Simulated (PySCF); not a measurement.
# SrI: the SCF solver's settings

The same problem is solved with other solver options, one edit a run.

Method: method and basis as typed in the scripts; program: PySCF 2.14.0.

5 further runs of the same task are left out: 2 for a known fault of the program, 3 that didn't finish.

## Step 1: The system as given

SrI: 2 atoms, charge 0, spin multiplicity 2.

Bond lengths: Sr1–I2 2.949 Å.

## Step 2: The base run

The input, input.py:

```python
from pyscf import gto, scf

mol = gto.M(
    atom='Sr 0 0 0; I 0 0 2.949',
    basis='sbkjc',
    ecp={'Sr': 'sbkjc', 'I': 'sbkjc'},
    charge=0,
    spin=1,
    verbose=3,
)
mf = scf.UHF(mol)
mf.kernel()
mf.stability(internal=True, external=True)
mf.dip_moment()
print('orbital energies (hartree):', [e[max(0, n-3):n+3].round(4) for e, n in zip(mf.mo_energy, mol.nelec)])
```

Launch:

```console
OMP_NUM_THREADS=1 python input.py
```

Its log is not repeated here.

It gives: E(SCF) = -11.839816 Eh, ⟨S²⟩ = 0.750, μ = 7.75 D, internal stable; real -> complex stable; UHF/UKS -> GHF/GKS stable.

The bond length is a typed value, not an optimised one.

## Step 3: Damping 0.2

Edit 1 changes damping: none → 0.2.

The input, input.py:

```python
from pyscf import gto, scf

mol = gto.M(
    atom='Sr 0 0 0; I 0 0 2.949',
    basis='sbkjc',
    ecp={'Sr': 'sbkjc', 'I': 'sbkjc'},
    charge=0,
    spin=1,
    verbose=3,
)
mf = scf.UHF(mol)
mf.damp = 0.2
mf.diis_start_cycle = 8
mf.kernel()
mf.stability(internal=True, external=True)
mf.dip_moment()
print('orbital energies (hartree):', [e[max(0, n-3):n+3].round(4) for e, n in zip(mf.mo_energy, mol.nelec)])
```

Launch:

```console
OMP_NUM_THREADS=1 python input.py
```

## Step 4: DIIS space 2

Edit 2 changes DIIS space: default → 2.

Edit input.py of step 2 so:

```diff
@@ -11,2 +11,3 @@
 mf = scf.UHF(mol)
+mf.diis_space = 2
 mf.kernel()
```

## Step 5: Smearing width 0.005 hartree

Edit 3 changes smearing width: none → 0.005 hartree; step after the SCF: stability → none.

Edit input.py of step 2 so:

```diff
@@ -11,4 +11,4 @@
 mf = scf.UHF(mol)
+mf = scf.addons.smearing_(mf, sigma=0.005, method='fermi')
 mf.kernel()
-mf.stability(internal=True, external=True)
 mf.dip_moment()
```

## Step 6: Smearing width 0.001 hartree

Edit 4 changes smearing width: none → 0.001 hartree; step after the SCF: stability → none.

Edit input.py of step 2 so:

```diff
@@ -11,4 +11,4 @@
 mf = scf.UHF(mol)
+mf = scf.addons.smearing_(mf, sigma=0.001, method='fermi')
 mf.kernel()
-mf.stability(internal=True, external=True)
 mf.dip_moment()
```

What does the calculation give? Wanted: for each run, E(SCF); from base; SCF dipole; after the SCF.

As calculated:

| run | E(SCF) (hartree) | from base (eV) | SCF dipole (D) | after the SCF |
| --- | --- | --- | --- | --- |
| base | -11.839816 | 0 | 7.75 | stable |
| damping 0.2 | -11.839816 | 0.0000 | 7.75 | stable |
| DIIS space 2 | -11.839816 | 0.0000 | 7.75 | stable |
| smearing width 0.005 hartree | -11.791348 | +1.3189 | 7.71 | n/a |
| smearing width 0.001 hartree | -11.791348 | not comparable | 7.71 | n/a |

**Reading.** With damping 0.2 or DIIS space 2 the SCF ends at the base energy.
